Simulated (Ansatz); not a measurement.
Crystal: Ta4NiO11.

```
CELL_PARAMETERS angstrom
5.29285 -0.00032 -0.02518
-0.04190 5.33569 0.02340
-0.47620 -0.07999 7.89609
ATOMIC_POSITIONS crystal
Ta 0.52261 0.46364 0.51843
Ta 0.55532 0.53163 0.98083
Ta 0.02338 0.98832 0.50961
Ta 0.04916 0.02484 0.01689
Ni 0.06538 0.57998 0.26898
O 0.96711 0.93834 0.23892
O 0.21005 0.28324 0.42990
O 0.27287 0.71995 0.06145
O 0.33888 0.23820 0.03682
O 0.30665 0.75341 0.45874
O 0.50103 0.44858 0.74991
O 0.70564 0.16332 0.48732
O 0.73302 0.83358 0.94060
O 0.85284 0.36497 0.07896
O 0.81889 0.65561 0.47584
O 0.07718 0.01239 0.74680
```

The cell was built by a generator and needn't be a form met in nature.

Base run:

```yaml
Program: Ansatz 0.2.0
Functional: PBE
Potentials_or_basis: Ansatz PAW
Cutoff: "420 eV (not typed: the program's choice for these potentials)"
k_mesh: 5 × 5 × 4
Occupations: fermi-dirac, width 0.05 eV
Spin: collinear spin, ferromagnetic start
Starting_moments: "[0.0, 0.0, 0.0, 0.0, 1.0, 0.0, 0.0, 0.0, 0.0, 0.0, 0.0, 0.0, 0.0, 0.0, 0.0, 0.0] μB"
```

Its results: band gap on the k mesh 1.32 eV, indirect (least direct gap 1.41 eV); pressure 0.0 GPa; net moment 2.00 μB per cell; site moments Ta +0.00; Ni +1.51; O +0.09, +0.04, +0.06, +0.00, +0.07, +0.05 μB; largest force 0.010 eV/Å.

The run is repeated on the same cell with these changes: functional from PBE to r2SCANh; cutoff from 420 eV (not typed: the program's choice for these potentials) to 500 eV (not typed: the program's choice for these potentials); k mesh from 5 × 5 × 4 to 2 × 2 × 2. What comes out?

Band gap on the k mesh 4.10 eV, direct; pressure -6.3 GPa; net moment 2.00 μB per cell; site moments Ta +0.00, -0.00; Ni +1.68; O +0.06, +0.03, +0.04, +0.00, +0.05 μB; largest force 0.485 eV/Å.

Several settings changed at once, so the effect can't be laid on one alone.

Caveats: some runs use coarse meshes; spin-orbit coupling is left out, which moves the levels of the heavy elements; a cell with one magnetic atom can't hold antiferromagnetic order, which such compounds often take; the magnetic or orbital state may not be the lowest (some runs); the PAW data sets come from PBE, with cores solved anew for the run's functional, which leaves a small shift of forces and pressure (some runs); the thresholds are loose for stress (some runs).
